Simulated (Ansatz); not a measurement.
# CH₃BrSn: ionisation energy by level of theory

The task here is to estimate one member of a computed series from the others.

Program: Ansatz 0.2.0, Gaussian basis. Level of theory: unrestricted cation, the program's frozen cores in correlated methods. These are calculated values, not measurements.

Levels to be run: UKS PBE-D4/def2-TZVPP; UKS r2SCAN-D4/def2-TZVPP; UKS PBE0-D4/def2-TZVPP; UKS B3LYP-D4/def2-TZVPP; UKS wB97X-V/def2-TZVPP; UKS wB97M-V/def2-TZVPP; UKS B2PLYP/def2-TZVPP; UHF-MP2/def2-TZVPP; UHF-MP2/def2-QZVPP; then −ε(HOMO) from the neutral's earlier runs with LDA (SPW92), PBE-D4, revPBE-D4, BLYP-D4, r2SCAN-D4, B97M-V, PBE0-D4, B3LYP-D4, r2SCANh-D4, r2SCAN0-D4, HSE06-D4, BHLYP-D4, CAM-B3LYP-D4, LC-ωPBE, ωB97X-V, ωB97M-V.

1 further run of the same task is left out (for a known fault of the program).

**Structure used throughout**

All runs share one geometry, relaxed beforehand with PBE0-D4 in a triple-zeta def2 set. Sn takes the def2 core potential; no spin-orbit term is included.

SMILES `[CH3][Sn][Br]`, 6 atoms, charge 0, spin multiplicity 1.

Atoms are counted from 1 here; the program's logs count them from 0.

Bond lengths: C1–Sn2 2.178 Å, C1–H4 1.093 Å, C1–H5 1.094 Å, C1–H6 1.092 Å, Sn2–Br3 2.536 Å. Angles: Sn2–C1–H4 109.3°, Sn2–C1–H5 109.2°, Sn2–C1–H6 111.9°, H4–C1–H5 107.5°, H4–C1–H6 109.5°, H5–C1–H6 109.4°, C1–Sn2–Br3 94.1°.

Set-up of the first run:

in.yaml reads:

```yaml
crystal:
  periodic: [false, false, false]
  atoms:
    - {symbol: C, position_ang: [-0.419509, 0.471768, -0.315946]}
    - {symbol: Sn, position_ang: [0.255224, -0.261718, 1.621147]}
    - {symbol: Br, position_ang: [1.776560, -2.031169, 0.627021]}
    - {symbol: H, position_ang: [-0.870251, -0.350999, -0.877527]}
    - {symbol: H, position_ang: [0.443760, 0.825443, -0.886631]}
    - {symbol: H, position_ang: [-1.143583, 1.282677, -0.214263]}
basis:
  gaussian: {orbitals: def2-TZVPP}
total_charge: 1
magnetization: {spin_polarized: true, initial_magnetization: 1}
hamiltonian: {xc: pbe, dispersion: d4}
```

On the command line:

```
$ ansatz run in.yaml --threads 2 --pin off --events-out ev --progress --plain --max-ram 32768MiB --backend cpu
```

Steps of the session up to this table: Cation, UKS PBE-D4/def2-TZVPP; Cation, UKS r2SCAN-D4/def2-TZVPP; Cation, UKS PBE0-D4/def2-TZVPP; Cation, UKS B3LYP-D4/def2-TZVPP; Cation, UKS wB97X-V/def2-TZVPP; Cation, UKS wB97M-V/def2-TZVPP; Cation, UKS B2PLYP (frozen core)/def2-TZVPP; Cation, UHF-MP2/def2-TZVPP; Cation, UHF-MP2/def2-QZVPP.

One table of the session follows, with a row left open; its other results are not shown here.

It belongs to the step «Ionisation energies side by side». For comparison, −ε(HOMO) of the neutral from earlier runs:

| functional | −ε(HOMO) (eV) |
| --- | --- |
| LDA (SPW92) | 5.82 |
| PBE-D4 | 5.64 |
| revPBE-D4 | 5.58 |
| BLYP-D4 | 5.51 |
| r2SCAN-D4 | ? |
| B97M-V | 5.82 |
| PBE0-D4 | 6.66 |
| B3LYP-D4 | 6.49 |
| r2SCANh-D4 | 6.27 |
| r2SCAN0-D4 | 6.83 |
| HSE06-D4 | 6.27 |
| BHLYP-D4 | 7.55 |
| CAM-B3LYP-D4 | 7.89 |
| LC-ωPBE | 9.10 |
| ωB97X-V | 8.80 |
| ωB97M-V | 8.71 |

**Question.** Estimate the row for r2SCAN-D4.

Worked estimate for «−ε(HOMO) (eV)». Against the share of exact exchange, r2SCANh-D4 (0.1, 6.27), r2SCAN0-D4 (0.25, 6.83) give a slope of 3.73 per unit share; at 0 the line stands at 5.90.

**Answer.** −ε(HOMO) (eV): 5.89. In «−ε(HOMO) (eV)» the line misses by +0.01.

Limits of these values: The cation may have settled in a state other than its lowest; no search over hole states beyond the program's own was made.
